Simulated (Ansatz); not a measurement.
**SiCl4 (silicon tetrachloride): wB97X/cc-pVDZ**

Aim: the energy change on altering one bond length of SiCl4 (silicon tetrachloride) at wB97X/cc-pVDZ, from 2 runs. 

The calculation is run with Ansatz 0.2.0.

43 further runs of the same task are left out: 3 that didn't finish, 40 set aside as unsound or not needed.

## 1. The molecule

The species is SiCl4 (5 atoms), meant as a singlet with charge 0. As SMILES, `Cl[Si](Cl)(Cl)Cl`. Geometry: relaxed at PBE0-D4/def2-TZVP.

Bond lengths: Cl1–Si2 2.021 Å, Si2–Cl3 2.022 Å, Si2–Cl4 2.022 Å, Si2–Cl5 2.021 Å. Angles: Cl1–Si2–Cl3 109.5°, Cl1–Si2–Cl4 109.5°, Cl1–Si2–Cl5 109.5°, Cl3–Si2–Cl4 109.5°, Cl3–Si2–Cl5 109.5°, Cl4–Si2–Cl5 109.5°.

## 2. The energy at wB97X/cc-pVDZ

File in.yaml:

```yaml
crystal:
  periodic: [false, false, false]
  atoms:
    - {symbol: Cl, position_ang: [-0.962600, -0.087600, 1.762300]}
    - {symbol: Si, position_ang: [0.010000, -0.014700, -0.008300]}
    - {symbol: Cl, position_ang: [1.655400, -1.185900, 0.078100]}
    - {symbol: Cl, position_ang: [-1.212100, -0.676900, -1.476100]}
    - {symbol: Cl, position_ang: [0.559300, 1.891400, -0.397500]}
basis:
  gaussian:
    orbitals: cc-pVDZ
hamiltonian:
  xc: {name: wB97X}
accuracy: high
output: {orbitals: {seedname: orbitals}}
```

Started as:

```bash
$ ansatz run in.yaml --threads 1 --pin off --max-ram 3480MiB --events-out events.jsonl --progress --plain --runs-dir runs
```

Standard output:

```text
Warning: RAYON_NUM_THREADS=1 ignored (pool sized by the plan → 1); use --threads N
Functional definition: wB97X
  name "wB97X"
  parameter omega = 0.3/bohr
  parameter cx = 0.157706
  parameter cx1 = 0.726479
  parameter cx2 = 1.04760
  parameter cx3 = -5.70635
  parameter cx4 = 13.2794
  parameter css1 = -4.33879
  parameter css2 = 18.2308
  parameter css3 = -31.7430
  parameter css4 = 17.2901
  parameter cos1 = 2.37031
  parameter cos2 = -11.3995
  parameter cos3 = 6.58405
  parameter cos4 = -3.78132
  exchange = spin_sum(e_x_unif_sr(omega)*poly(b97_u_x, 1 - cx, cx1, cx2, cx3, cx4)) + cx*exact_x_sr(omega)
      + exact_x_lr(omega)
  correlation = spin_sum(e_c_pw_same_spin*poly(b97_u_same, 1, css1, css2, css3, css4))
      + integral(e_c_pw_opposite_spin*poly(b97_u_opposite, 1, cos1, cos2, cos3, cos4))
2011 factors; integrals over basis functions are off by at most 3.0e-9 eV
380 factors; integrals over basis functions are off by at most 2.0e-9 eV
mean field evaluation 1: about -57971.9331 eV, gradient 2.4e1 eV
mean field evaluation 2: about -57972.5261 eV, gradient 2.0e1 eV
mean field evaluation 4: about -57973.5396 eV, gradient 3.4e-1 eV
mean field evaluation 8: about -57973.6589 eV, gradient 9.6e-3 eV
mean field evaluation 16: about -57973.6589 eV, gradient 3.6e-7 eV
mean field -57973.65887727 eV, -2130.4926677824 hartree, gradient 8.6e-8 eV, S^2 0.000000; 0 other end points of the search recorded, 0 dependent functions left out
reference -57973.65887488 eV, -2130.4926676945 hartree; 41, 41 occupied and 49, 49 virtual orbitals, 2011 factors
Total energy: -57973.65887488 eV, -2130.4926676945 hartree
```

It took 17 s on 1 thread of Intel Xeon 6975P-C (Granite Rapids), shared host; peak memory 0.64 GiB.

## 3. The distorted shape at the same level

File job.yaml:

```yaml
crystal:
  periodic: [false, false, false]
  atoms:
    - {symbol: Cl, position_ang: [-1.621766, -2.374939, 2.229344]}
    - {symbol: Si, position_ang: [-0.649166, -2.302039, 0.458744]}
    - {symbol: Cl, position_ang: [0.996234, -3.473239, 0.545144]}
    - {symbol: Cl, position_ang: [-1.871266, -2.964239, -1.009056]}
    - {symbol: Cl, position_ang: [0.559300, 1.891400, -0.397500]}
basis:
  gaussian:
    orbitals: cc-pVDZ
hamiltonian:
  xc: {name: wB97X}
accuracy: high
output: {orbitals: {seedname: orbitals}}
```

Started as:

```bash
$ ansatz run job.yaml --threads 1 --pin off --max-ram 3480MiB --events-out events.jsonl --progress --plain --runs-dir runs
```

Standard output (excerpt; [...] marks lines left out):

```text
Warning: RAYON_NUM_THREADS=1 ignored (pool sized by the plan → 1); use --threads N
[... 2 set-up lines as earlier in the session ...]
[...]
      + exact_x_lr(omega)
[...]
      + integral(e_c_pw_opposite_spin*poly(b97_u_opposite, 1, cos1, cos2, cos3, cos4))
1926 factors; integrals over basis functions are off by at most 3.1e-9 eV
406 factors; integrals over basis functions are off by at most 1.8e-9 eV
[...]
mean field -57967.81427963 eV, -2130.2778827805 hartree, gradient 9.1e-8 eV, S^2 0.000000; 4 other end points of the search recorded, 0 dependent functions left out
reference -57967.81427685 eV, -2130.2778826786 hartree; 41, 41 occupied and 49, 49 virtual orbitals, 1926 factors
Total energy: -57967.81427685 eV, -2130.2778826786 hartree
```

Run time: 23 s. Hardware: 1 thread of Intel Xeon 6975P-C (Granite Rapids), shared host; peak memory 0.61 GiB.

## 4. Outcome

Level: wB97X/cc-pVDZ.

```
                                                           quantity           value
                                          first shape: total energy  -2130.49267 Eh
                                           first shape: HOMO energy       -11.96 eV
                                           first shape: LUMO energy         1.70 eV
                                         first shape: HOMO–LUMO gap        13.66 eV
                                      distorted shape: total energy  -2130.27788 Eh
                                       distorted shape: HOMO energy        -8.75 eV
                                       distorted shape: LUMO energy        -4.56 eV
                                     distorted shape: HOMO–LUMO gap         4.19 eV
energy change with the Si2–Cl5 bond stretched from 2.021 to 4.447 Å        5.845 eV
```

With the Si2–Cl5 bond stretched from 2.021 to 4.447 Å the energy rises by 5.84 eV (135 kcal/mol). The first shape isn't relaxed at this level, so the change isn't measured from a minimum. A restricted reference can't describe the breaking bond well at this length.
